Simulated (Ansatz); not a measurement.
# HfH3: tests of the settings

This session on HfH3 sets out to sweep the k-point mesh on the displaced cell.

Program: Ansatz 0.2.0. Level of theory: DFT PBEsol, scalar-relativistic, plane waves, PAW. These are calculated values, not measurements.

### 1 The structure to begin with

Symmetry: I4/mmm, No. 139, tetragonal system. The conventional cell has a = 3.053 Å, b = 3.053 Å, c = 6.068 Å, α = 90.00°, β = 90.00°, γ = 90.00°. Hf (site symmetry 4/mmm) is surrounded by 12 H at 2.15 to 2.16 Å. H (site symmetry -4m2) is surrounded by 4 Hf at 2.15 Å and 8 H at 2.15 to 2.16 Å. Around H (site symmetry 4/mmm) lie 8 H at 2.15 Å and 4 Hf at 2.16 Å.

As a file:

```xyz
4
Lattice="-1.5265 1.5265 3.0340 1.5265 -1.5265 3.0340 1.5265 1.5265 -3.0340" Properties=species:S:1:pos:R:3 pbc="T T T"
Hf    0.0000    0.0000    0.0000
H     0.0000    1.5265    1.5170
H     1.5265    0.0000    1.5170
H     0.0000    0.0000    3.0340
```

Source of the structure: the Materials Project (structure only). It is taken as it stands there.

### 2 The base run, which the others are set against

Contents of input.yaml:

```yaml
crystal:
  lattice:
    - [-1.526512, 1.526512, 3.034032]
    - [1.526512, -1.526512, 3.034032]
    - [1.526512, 1.526512, -3.034032]
  atoms:
    - { symbol: Hf, position: [0.0, 0.0, 0.0] }
    - { symbol: H, position: [0.75, 0.25, 0.5] }
    - { symbol: H, position: [0.25, 0.75, 0.5] }
    - { symbol: H, position: [0.5, 0.5, 0.0] }
basis:
  ecutwfc: 420
kpoints:
  mp_grid: { grid: [20, 20, 20] }
hamiltonian:
  xc: pbesol
scf:
  occupations: { method: gaussian, width: 0.1 }
output:
  forces: true
  stress: true
  eigenvalues: true
  populations: true
```

It was run beforehand and gave: -3911.5296 eV/atom at zero smearing, pressure -4.00 GPa, largest force 0.000 eV/Å, no gap on the mesh, in 7 SCF cycles and 8.4 s.

The runs on the displaced cell use a copy made earlier, with the atoms moved and the axes strained (about 1 %) at random, so that forces and shear stress do not vanish.

### 3 K-point mesh on the displaced cell set to 1×1×1

Contents of input.yaml:

```yaml
crystal:
  lattice:
    - [-1.5173718024, 1.5127131873, 3.0645248884]
    - [1.5000962181, -1.5230054969, 3.0610113946]
    - [1.5468286046, 1.5524622992, -3.0697032564]
  atoms:
    - { symbol: Hf, position: [-0.0024305493, -0.0042840789, -0.0091115044] }
    - { symbol: H, position: [0.7327366297, 0.2575173375, 0.4856980368] }
    - { symbol: H, position: [0.2215217176, 0.7214417898, 0.4819484928] }
    - { symbol: H, position: [0.5036319239, 0.5125146431, -0.0209624567] }
basis:
  ecutwfc: 420
kpoints:
  mp_grid: { grid: [1, 1, 1] }
hamiltonian:
  xc: pbesol
scf:
  occupations: { method: gaussian, width: 0.1 }
output:
  forces: true
  stress: true
  eigenvalues: true
```

The session goes on with these runs: K-point mesh on the displaced cell set to 2×2×4; K-point mesh on the displaced cell: 4×4×4; K-point mesh on the displaced cell: 4×4×6; K-point mesh on the displaced cell: 6×6×8; K-point mesh on the displaced cell set to 8×8×8.

What results come out of these runs, taken together?

**Answer**, as computed:

```
                                                                     quantity                                   value
k-point mesh on the displaced cell: within 10 and 1 meV/atom of 10×10×12 from  4×4×6 for 10; none of the others for 1
```

In words: The energy still moves by 3.30 meV/atom between the last two values of the k-point mesh on the displaced cell, so 1 meV/atom is not shown to be reached. The error changes sign along the series, since a k mesh isn't variational, and a metal needs dense meshes to resolve its Fermi surface. Forces come within 0.01 eV/Å only at the reference itself. The runs treat Hf without spin-orbit coupling.
